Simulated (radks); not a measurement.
**H inside a hard spherical wall**

An exercise on one series of results from a longer session: the logs are not shown, and one member is left open.

The numbers are computed with radks (a radial shooting solver on a logarithmic mesh, Libxc functionals) version 1 (scalar-relativistic Kohn-Sham, PBE, spin-unpolarised, spherical densities, point nucleus), except any that are marked as measured or tabulated.

### What is computed

```
element       : hydrogen (Z = 1)
charge        : 0
electrons     : 1
configuration : 1s1
```

The outer shells:

H
```
1s [↑ ]
```

Set-up of the first run:

Settings of this run:

```text
Z 1
configuration 1s1 2s0 2p0
relativity scalar-relativistic
functional pbe,pbe
spin unpolarised
nucleus point
c 137.035999084
```

Among the steps run: The free atom; Wall at 20 bohr; Wall at 8 bohr; Wall at 7 bohr; Wall at 6 bohr; Wall at 5 bohr; Wall at 4 bohr; Wall at 3 bohr; Wall at 2.5 bohr; Wall at 1.5 bohr.

One of the session's tables, all rows but one given; the rest of the session is left out.

| R (bohr) | E − E(free) (eV) | ε(1s) (eV) | ε(2p, empty) (eV) | pressure (GPa) |
| --- | --- | --- | --- | --- |
| free | 0.000 | -6.493 | - | 0 |
| 20 | 0.000 | -6.493 | - | < 0.0001 |
| 8 | ? | ? | ? | ? |
| 7 | 0.013 | -6.433 | 2.805 | 0.0314 |
| 6 | 0.050 | -6.311 | 4.084 | 0.158 |
| 5 | 0.185 | -5.963 | 6.390 | 0.828 |
| 4 | 0.682 | -4.963 | 11.004 | 4.81 |
| 3 | 2.607 | -1.887 | 21.816 | 34.5 |
| 2.5 | 5.316 | 1.887 | 33.272 | 108 |
| 1.5 | 27.572 | 28.840 | 103.78 | 2016 |

Q: Estimate the row for R (bohr) = 8 from the others.

Worked estimate for «E − E(free) (eV)». A straight line through the neighbours (20, 0.000) and (7, 0.013) gives 0.000 + (0.013 − 0.000) × (8 − 20) / (7 − 20) = 0.012; a parabola fitted to 3 rows on both sides gives -0.019.

The run gave: E − E(free) (eV): 0.004; ε(1s) (eV): -6.474; ε(2p, empty) (eV): 2.044; pressure (GPa): 0.00641. In «E − E(free) (eV)» the line misses by +0.008 and the parabola by -0.023. Between these rows the values bend or scatter more than so simple an estimate can follow.

At the tightest wall, 1.5 bohr, the energy stands 27.572 eV above the free atom and the pressure, −dE/dV, is 2016 GPa. Shells are not refilled when levels cross, and a hard wall is a model, not a crystal.
